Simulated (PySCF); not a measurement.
# C3H7FOSi: the cost of one run

Computed with PySCF 2.14.0, with density-fitted response routines of our own, on a single molecule in the gas phase. Atoms count from 0, in the outputs and in this text.

### Step 1. Starting geometry

13 atoms, charge 0, multiplicity 1; geometry from: GFN2-xTB. The atoms were then displaced at random by about 0.01 Å, so the start is not that level's minimum.

Bonds of the start (Å): F0–C1 1.37, C1–C2 1.50, C2–C3 1.54, C3–O4 1.33, O4–Si5 1.64, C3–C1 1.50, C1–H6 1.07, C2–H7 1.10, C2–H8 1.06, C3–H9 1.10, Si5–H10 1.47, Si5–H11 1.46, Si5–H12 1.44.

### Step 2. Geometry optimisation at PBE0-D3(BJ)/def2-SVP

The job: settings as JSON, then the geometry in Å.

```
{"job": {"xc": "PBE0", "basis": "def2-SVP", "d3": "d3bj", "grid": 1, "shake": 0.01, "kind": "geom"}, "charge": 0, "multiplicity": 1}
F      0.087770     1.745770    -0.217400
C     -0.917800     0.911970    -0.629750
C     -1.561610     0.040680     0.404130
C     -0.585570    -0.553560    -0.621780
O      0.591250    -1.072910    -0.278210
Si     1.904270    -0.413590     0.446620
H     -1.485130     1.362560    -1.422380
H     -1.129050     0.137430     1.406520
H     -2.601930    -0.146550     0.380390
H     -1.072220    -1.142550    -1.406290
H      1.571210     0.205460     1.739530
H      2.576280     0.554710    -0.410330
H      2.628350    -1.646300     0.598640
```

Started as:

```console
> OMP_NUM_THREADS=1 python probes_run.py task.json out
```

One launch serves the whole session: the jobs run in the order shown.

Q: Estimate the wall time and peak memory of this first job on 1 thread of Arm Neoverse N1, shared host.

About 2.7 min, with a peak of 0.54 GiB.
